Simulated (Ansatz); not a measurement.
# Mg (Mg (10-10), 4 layers): how the settings move a single-point run

How sensitive is a single-point run of Mg (Mg (10-10), 4 layers) to its settings? A reference run comes first, then one run with altered input.

Computed with Ansatz 0.2.0 (reference: DFT, PBE, PAW with Ansatz's default frozen-core files, scalar-relativistic, unless a step's input says otherwise).

## Step 1: The starting structure

Symmetry: Pmma, No. 51, orthorhombic system. Conventional cell: a = 5.181 Å, b = 3.200 Å, c = 19.695 Å, α = 90.00°, β = 90.00°, γ = 90.00°. Mg (site symmetry mm2) has 8 Mg at 3.10 to 3.20 Å as nearest neighbours. Mg (site symmetry mm2) has 10 Mg at 3.10 to 3.36 Å as nearest neighbours.

As a file:

```
Mg
1.0
     3.19956    0.00000    0.00000
     0.00000    5.18089    0.00000
     0.00000    0.00000   19.69450
Mg
4
Direct
  0.00000 0.75000 0.41472
  0.50000 0.25000 0.44559
  0.50000 0.75000 0.55441
  0.00000 0.25000 0.58528
```

## Step 2: Baseline

Input file input.yaml:

```yaml
crystal:
  lattice:
    - [3.1995580529, 0.0, 0.0]
    - [0.0, 5.1808918026, 0.0]
    - [0.0, 0.0, 19.6945]
  atoms:
    - { symbol: Mg, position: [0.0, 0.75, 0.4147240108] }
    - { symbol: Mg, position: [0.5, 0.25, 0.4455912628] }
    - { symbol: Mg, position: [0.5, 0.75, 0.5544087449] }
    - { symbol: Mg, position: [0.0, 0.25, 0.5852759815] }
kpoints:
  mp_grid: { grid: [13, 8, 1] }
scf:
  occupations: { method: fermi_dirac, width: 0.08 }
hamiltonian:
  xc: pbe
  pseudopotentials: { kind: paw }
output:
  forces: true
  stress: true
  eigenvalues: true
efield:
  axis: 3
  amplitude: 0.3
  dipole_correction: true
```

Command:

```console
ansatz run input.yaml --threads 2 --pin off --max-ram 4096MiB --backend cpu --events-out ev --progress --plain --runs-dir out
```

## Step 3: Variant: occupations.method gaussian, occupations.width 0.2

Changes to input.yaml since step 2:

```diff
@@ -13,3 +13,3 @@
 scf:
-  occupations: { method: fermi_dirac, width: 0.08 }
+  occupations: { method: gaussian, width: 0.2 }
 hamiltonian:
@@ -21,2 +21,6 @@
   eigenvalues: true
+  write_density: true
+  write_potential: true
+  elf: true
+  volumetric_format: npy
 efield:
```

Before running it: what results should come out? Wanted: for each run, ending; energy change; gap; force.

As calculated:

| run | ending | energy change | gap (eV) | force (eV/Å) | cycles | time |
| --- | --- | --- | --- | --- | --- | --- |
| reference | converged | 0 | 0.00 | 0.01 | 7 | 9.3 s |
| 1: occupations.method gaussian, occupations.width 0.2 | converged | 0.0 meV/atom (σ→0) | 0.00 | 0.01 | 7 | 9.4 s |

Times don't compare one to one where runs were asked for different outputs or read a saved state (see the inputs); cycles may leave out searches for a lower state.

Residual by cycle in the longest SCF loop of each run; runs are numbered as in the table. The quantity is the density residual dr2, in eV.

| cycle | reference | run 1 |
| --- | --- | --- |
| 1 | 1.15 | 1.15 |
| 2 | 0.045 | 0.0485 |
| 3 | 0.00748 | 0.00763 |
| 4 | 9.0e-4 | 9.7e-4 |
| 5 | 3.8e-5 | 4.1e-5 |
| 6 | 1.1e-6 | 1.2e-6 |
| 7 | 2.6e-8 | 2.9e-8 |

What this shows: Changing the smearing leaves the energy as it was (0.0 meV/atom).
